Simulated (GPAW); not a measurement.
BiTe in GPAW: convergence with k mesh

BiTe:

```
Bi Te
1.0
     0.00000    3.23500    3.23500
     3.23500    0.00000    3.23500
     3.23500    3.23500    0.00000
Bi Te
1 1
Direct
  0.00000 0.00000 0.00000
  0.50000 0.50000 0.50000
```

| Property | Result |
| --- | --- |
| Program | GPAW 26.7.0 |
| Task | elastic constants |
| Functional | PBE |
| Potentials or basis | GPAW PAW data sets (gpaw-data 1.2.1) |
| Cutoff | 450 eV |
| Basis | pw |
| k mesh | 2 × 2 × 2 |
| Occupations | fermi-dirac, width 0.05 eV |
| Spin | no spin polarisation |

These are the settings of the first run; the series varies k mesh, with any setting tied to it.

Hardware: 1 thread of Arm Neoverse V1, with other jobs on the host.

```csv
k mesh,"energy less the tightest run, at zero smearing (meV/atom)",SCF cycles,CPU time (s),peak memory (GiB)
2 × 2 × 2,667.04,11,36,0.2
3 × 3 × 3,78.00,11,40,0.2
4 × 4 × 4,-9.39,11,69,0.22
5 × 5 × 5,3.31,11,93,0.27
6 × 6 × 6,8.82,11,150,0.28
7 × 7 × 7,16.07,11,200,0.3
8 × 8 × 8,0.00,11,280,0.36
```

Not settled before the last step: the energy (to 1 meV/atom). Meshes of other sizes hit other points, so gaps and Fermi surfaces needn't settle smoothly. The tightest run that finished is the yardstick and may itself not be fully converged.

Caveat, for the tightest run too: the density grid can change from cell to cell, which puts small steps into energies and stress; the elastic tensor has a negative eigenvalue, so either the cell is unstable as it stands or the mesh is too thin; spin-orbit coupling is left out, which moves the levels of the heavy elements.
